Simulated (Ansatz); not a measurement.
# NaMg2Cl5: the cost of one run

Program: Ansatz 0.2.0. Level of theory: DFT PBE, scalar-relativistic, plane waves, PAW. These are calculated values, not measurements.

### 1 The structure to begin with

The cell holds 24 atoms (Cl15Mg6Na3): a = 8.493 Å, b = 8.385 Å, c = 8.438 Å, α = 89.37°, β = 86.00°, γ = 91.90°.

It is the last frame of an earlier stage of the same melt, run at 640 K.

Its coordinates follow in the input file.

### 2 Langevin stage at 300 K

One k point, a Fermi-Dirac width of 0.050 eV and a fixed cell.

The input, input.yaml:

```yaml
crystal:
  lattice:
    - [8.486763, -0.140951, 0.295877]
    - [-0.140951, 8.383447, 0.04842]
    - [0.295877, 0.04842, 8.4326]
  atoms:
    - { symbol: Na, position: [0.6096248214, 0.3770770681, 0.8641555497] }
    - { symbol: Na, position: [0.9887801514, 0.4009252264, 0.5997549079] }
    - { symbol: Na, position: [0.2126655304, 0.0970447819, 0.8727254288] }
    - { symbol: Cl, position: [0.9389825024, 0.1302291415, 0.7036960129] }
    - { symbol: Cl, position: [0.1498930518, 0.6534850069, 0.4166564439] }
    - { symbol: Cl, position: [0.7888302056, 0.8523209683, 0.3745611517] }
    - { symbol: Cl, position: [0.4111588652, 0.9085279598, 0.3593929554] }
    - { symbol: Cl, position: [0.7363085819, 0.8409778632, 0.9484254676] }
    - { symbol: Cl, position: [0.415312309, 0.5769700385, 0.1305518424] }
    - { symbol: Cl, position: [0.3558855494, 0.3881630765, 0.6097022741] }
    - { symbol: Cl, position: [0.0803412245, 0.8931524719, 0.1153012667] }
    - { symbol: Cl, position: [0.7584368681, 0.3029158264, 0.3302897798] }
    - { symbol: Cl, position: [0.316596238, 0.7629106542, 0.8314979666] }
    - { symbol: Cl, position: [0.4291858493, 0.1747250574, 0.0824871769] }
    - { symbol: Cl, position: [0.6397281258, 0.6244878882, 0.6505750713] }
    - { symbol: Cl, position: [0.1233440635, 0.2498829075, 0.3467239775] }
    - { symbol: Cl, position: [0.018965686, 0.454059629, 0.926147044] }
    - { symbol: Cl, position: [0.5224826971, 0.0772863287, 0.6884944346] }
    - { symbol: Mg, position: [0.7476785387, 0.9029866765, 0.6567569728] }
    - { symbol: Mg, position: [0.4199027176, 0.2142436695, 0.4138055401] }
    - { symbol: Mg, position: [0.4608011654, 0.8955868417, 0.0222183718] }
    - { symbol: Mg, position: [0.3968608998, 0.6702059038, 0.5454138665] }
    - { symbol: Mg, position: [0.9152198018, 0.0928351773, 0.2983054031] }
    - { symbol: Mg, position: [0.1466895373, 0.6031645435, 0.1306780876] }
  symmetry: { detect: false }
basis:
  ecutwfc: 420
  xc_grid: 1
kpoints:
  mp_grid: { grid: [1, 1, 1], shift: [0.0, 0.0, 0.0] }
hamiltonian:
  xc: pbe
scf:
  occupations: { method: fermi_dirac, width: 0.05 }
  lower_state_search: "off"
  convergence: { dr2_threshold: 1.0e-05 }
output:
  forces: true
  stress: true
md:
  timestep: 3.0
  n_steps: 243
  ensemble: nvt_langevin
  friction: 0.03
  temperature: 300.0
  initial_velocities: maxwell_boltzmann
  seed: 26640
```

Launch:

```console
$ ansatz run input.yaml --threads 2 --pin off --max-ram 5120MiB --backend cpu --events-out ev --progress --plain --runs-dir out
```

What time and memory should one allow on 2 threads of Arm Neoverse V1, shared host?

About 6.5 min, with a peak of 0.55 GiB.
